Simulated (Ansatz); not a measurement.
**B3LYP/6-31G(d) (spherical functions) run of NSF3 (thiazyl trifluoride)**

What is the electronic atomisation energy of NSF3 (thiazyl trifluoride) at B3LYP/6-31G* (spherical functions)? 

The calculation is run with Ansatz 0.2.0.

50 further runs of the same task are left out: 8 that didn't finish, 42 set aside as unsound or not needed.

### Step 1. Starting point

NSF3 has 5 atoms, charge 0, and is taken as a singlet. As SMILES, `N#S(F)(F)F`. The coordinates come from a PBE0-D4/def2-TZVP relaxation.

Bond lengths: N1–S2 1.409 Å, S2–F3 1.555 Å, S2–F4 1.555 Å, S2–F5 1.555 Å. Angles: N1–S2–F3 122.6°, N1–S2–F4 122.6°, N1–S2–F5 122.6°, F3–S2–F4 93.7°, F3–S2–F5 93.7°, F4–S2–F5 93.7°.

### Step 2. The energy at B3LYP/6-31G(d) (spherical functions)

File input.yaml:

```yaml
crystal:
  periodic: [false, false, false]
  atoms:
    - {symbol: "N", position_ang: [-0.349630, -0.004150, 1.591380]}
    - {symbol: S, position_ang: [-0.047340, -0.000560, 0.215490]}
    - {symbol: F, position_ang: [1.023370, -0.939300, -0.408980]}
    - {symbol: F, position_ang: [-1.108620, -0.317610, -0.875740]}
    - {symbol: F, position_ang: [0.482210, 1.261610, -0.522150]}
basis:
  gaussian: {orbitals: 6-31G_st_-spherical.json}
hamiltonian: {xc: {name: B3LYP}}
accuracy: high
output: {orbitals: {seedname: orbitals}}
```

The basis set 6-31G* is read from a file made from the Basis Set Exchange's data (not shown).

Run with:

```sh
ansatz run input.yaml --threads 1 --pin off --max-ram 3480MiB --events-out events.jsonl --progress --plain --runs-dir runs
```

What it wrote:

```text
Warning: RAYON_NUM_THREADS=1 ignored (pool sized by the plan → 1); use --threads N
Functional definition: B3LYP
  name "B3LYP"
  parameter a0 = 0.2
  parameter ax = 0.72
  parameter ac = 0.81
  exchange = (1 - a0 - ax)*slater_x + ax*b88_x + a0*exact_x
  correlation = (1 - ac)*vwn_rpa_c + ac*lyp_c
1603 factors; integrals over basis functions are off by at most 3.6e-9 eV
mean field evaluation 1: about -20459.2460 eV, gradient 7.7e1 eV
mean field evaluation 2: about -20392.4440 eV, gradient 1.7e2 eV
mean field evaluation 4: about -20470.3370 eV, gradient 1.4e1 eV
mean field evaluation 8: about -20470.9353 eV, gradient 1.3e0 eV
mean field evaluation 16: about -20470.9388 eV, gradient 1.3e-4 eV
mean field -20470.93883159 eV, -752.2931263601 hartree, gradient 3.3e-8 eV, S^2 0.000000; 0 other end points of the search recorded, 0 dependent functions left out
reference -20470.93885780 eV, -752.2931273236 hartree; 25, 25 occupied and 49, 49 virtual orbitals, 1603 factors
Total energy: -20470.93885780 eV, -752.2931273236 hartree
```

Wall time 5.4 s (1 thread of Arm Neoverse V2, shared host); peak memory 0.23 GiB.

### Step 3. The F atom at the same level

File molecule.yaml:

```yaml
basis:
  gaussian:
    orbitals: 6-31G_st_-spherical.json
crystal:
  periodic: [false, false, false]
  atoms:
    - {symbol: F, position_ang: [0.000000, 0.000000, 0.000000]}
magnetization:
  spin_polarized: true
  initial_magnetization: 1
hamiltonian:
  xc: {name: B3LYP}
accuracy: high
```

The basis set 6-31G* is read from a file made from the Basis Set Exchange's data (not shown).

Run the same way, it converges to -99.71458 Eh (log not shown).

### Step 4. The N atom

File in.yaml:

```yaml
crystal:
  periodic: [false, false, false]
  atoms:
    - symbol: "N"
      position_ang: [0.000000, 0.000000, 0.000000]
basis:
  gaussian: {orbitals: 6-31G_st_-spherical.json}
hamiltonian: {xc: {name: B3LYP}}
accuracy: high
magnetization: {spin_polarized: true, initial_magnetization: 3}
```

The basis set 6-31G* is read from a file made from the Basis Set Exchange's data (not shown).

Run with:

```sh
ansatz run in.yaml --threads 1 --pin off --max-ram 3480MiB --events-out events.jsonl --progress --plain --runs-dir runs
```

What it wrote, shortened:

```text
Warning: RAYON_NUM_THREADS=1 ignored (pool sized by the plan → 1); use --threads N
[... 7 set-up lines as earlier in the session ...]
96 factors; integrals over basis functions are off by at most 1.2e-9 eV
mean field evaluation 1: about -1485.1541 eV, gradient 5.0e0 eV
mean field evaluation 2: about -1485.2368 eV, gradient 2.8e0 eV
mean field evaluation 4: about -1485.2760 eV, gradient 7.0e-2 eV
mean field evaluation 8: about -1485.2757 eV, gradient 1.0e-4 eV
mean field -1485.27568097 eV, -54.5828745195 hartree, gradient 2.5e-9 eV, S^2 3.752147; 0 other end points of the search recorded, 0 dependent functions left out
reference -1485.27569590 eV, -54.5828750685 hartree; 5, 2 occupied and 9, 12 virtual orbitals, 96 factors
Total energy: -1485.27569590 eV, -54.5828750685 hartree
```

Wall time 0.26 s (1 thread of Arm Neoverse V2, shared host).

### Step 5. The S atom, same level

File job.yaml:

```yaml
crystal:
  periodic: [false, false, false]
  atoms:
    - symbol: S
      position_ang: [0.000000, 0.000000, 0.000000]
basis:
  gaussian:
    orbitals: 6-31G_st_-spherical.json
magnetization:
  spin_polarized: true
  initial_magnetization: 2
hamiltonian:
  xc: {name: B3LYP}
accuracy: high
```

The basis set 6-31G* is read from a file made from the Basis Set Exchange's data (not shown).

Run the same way, it converges to -398.10192 Eh (log not shown).

### Step 6. Outcome

At B3LYP/6-31G* (spherical functions):

```
                     quantity          value
       molecule: total energy  -752.29313 Eh
        molecule: HOMO energy       -9.11 eV
        molecule: LUMO energy       -1.15 eV
      molecule: HOMO–LUMO gap        7.96 eV
         F atom: total energy   -99.71458 Eh
                 F atom: ⟨S²⟩          0.751
         N atom: total energy   -54.58288 Eh
                 N atom: ⟨S²⟩          3.752
         S atom: total energy  -398.10192 Eh
                 S atom: ⟨S²⟩          2.002
electronic atomisation energy      12.642 eV
```

Taking the molecule apart into free atoms costs 12.64 eV (292 kcal/mol), before zero-point energy and without spin-orbit coupling.
